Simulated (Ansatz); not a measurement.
# MgIn2N2: the cost of one run

Computed with Ansatz 0.2.0 (DFT PBE, scalar-relativistic, plane waves, PAW, unless a step's input says otherwise).

**1. Starting point**

Symmetry: R-3m, No. 166, trigonal system. Conventional cell: a = 3.340 Å, b = 3.340 Å, c = 23.317 Å, α = 90.00°, β = 90.00°, γ = 120.00°. Around Mg (site symmetry -3m) lie 6 N at 2.33 Å. In (site symmetry 3m) is surrounded by 3 N at 2.25 Å. N (site symmetry 3m) has 3 In at 2.25 Å and 3 Mg at 2.33 Å as nearest neighbours.

Structure file:

```xyz
5
Lattice="1.6701 0.9643 7.7725 -1.6701 0.9643 7.7725 0.0000 -1.9285 7.7725" Properties=species:S:1:pos:R:3 pbc="T T T"
Mg    0.0000    0.0000    0.0000
In    0.0000    0.0000   10.2365
In    0.0000    0.0000   13.0810
N     0.0000    0.0000    6.4654
N     0.0000    0.0000   16.8521
```

Source of the structure: the Materials Project (structure only).

(A quick probe on a coarse mesh, which set the mesh and smearing, is not shown.)

**3. Relaxing cell and atoms**

input.yaml reads:

```yaml
crystal:
  lattice:
    - [1.6701479908, 0.9642603921, 7.7724938132]
    - [-1.6701479908, 0.9642603921, 7.7724938132]
    - [0.0, -1.9285207842, 7.7724938132]
  atoms:
    - { symbol: Mg, position: [0.0, 0.0, 0.0] }
    - { symbol: In, position: [0.43900667, 0.43900667, 0.43900667] }
    - { symbol: In, position: [0.56099333, 0.56099333, 0.56099333] }
    - { symbol: "N", position: [0.27727667, 0.27727667, 0.27727667] }
    - { symbol: "N", position: [0.72272333, 0.72272333, 0.72272333] }
basis:
  ecutwfc: 420
kpoints:
  mp_grid: { grid: [12, 12, 12] }
hamiltonian:
  xc: pbe
scf:
  occupations: { method: gaussian, width: 0.01 }
output:
  forces: true
  stress: true
  eigenvalues: true
relax:
  adjacent_minimum: "off"
  f_tol: 0.005
  max_steps: 80
  cell: { stress_tol: 0.05 }
```

Started as:

```console
ansatz run input.yaml --threads 4 --pin off --max-ram 9216MiB --backend cpu --events-out ev --progress --plain --runs-dir out
```

What time and memory should one allow on 4 threads of Arm Neoverse N1, shared host?

About 53 s, with a peak of 0.62 GiB.
